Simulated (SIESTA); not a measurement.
**Mg5Ge under changes of volume**

One of the cells (23.378 Å³/atom); the others are scaled copies at fixed shape and fractional positions:

```
CELL_PARAMETERS angstrom
0.00000 4.12389 4.12389
4.12389 0.00000 4.12389
4.12389 4.12389 0.00000
ATOMIC_POSITIONS crystal
Ge 0.00000 0.00000 0.00000
Mg 0.62516 0.12451 0.62516
Mg 0.62516 0.62516 0.12451
Mg 0.62516 0.62516 0.62516
Mg 0.12451 0.62516 0.62516
Mg 0.25000 0.25000 0.25000
```

The cell comes from a database or a generator and needn't be the stable form of this composition.

```yaml
Program: SIESTA 5.4.2
Functional: PBEsol
Potentials_or_basis: PseudoDojo 0.4 standard (PBEsol files)
Basis: DZP (energy shift 0.003 Ry; two zetas on semicore shells)
Grid_cutoff: 800 Ry
Energy_shift: 0.003 Ry
k_mesh: 6 × 6 × 6
Occupations: fermi-dirac, width 0.05 eV
Spin: no spin polarisation
```

```tsv
volume (Å³/atom)	energy over the lowest point (meV/atom)	pressure (GPa)	largest force (eV/Å)
21.544	9.13	2.5	0.020
22.003	?	?	?
22.461	0.00	0.7	0.021
23.378	1.02	-0.7	0.017
23.836	3.87	-1.3	0.018
24.294	8.40	-1.8	0.018
```

Task: What does the run at 22.003 Å³/atom give?

Result: Energy over the lowest point 3.32 meV/atom; pressure 1.6 GPa; largest force 0.020 eV/Å.

Worked out: A Birch-Murnaghan fit of order 3 (a polynomial in V^(-2/3)) to the other rows has its minimum at 22.81 Å³/atom with B0 = V·E''(V) = 37 GPa (rough, since the energies scatter) at fixed shape and positions, which overstates the stiffness. It gives 3.07 meV/atom at 22.003 Å³/atom, against the run's 3.32, and -dE/dV = 1.6 GPa, against 1.6.

Energies are extrapolated to zero smearing.

Caveats: the basis of atomic orbitals isn't converged, which shifts pressures, moduli and gaps.
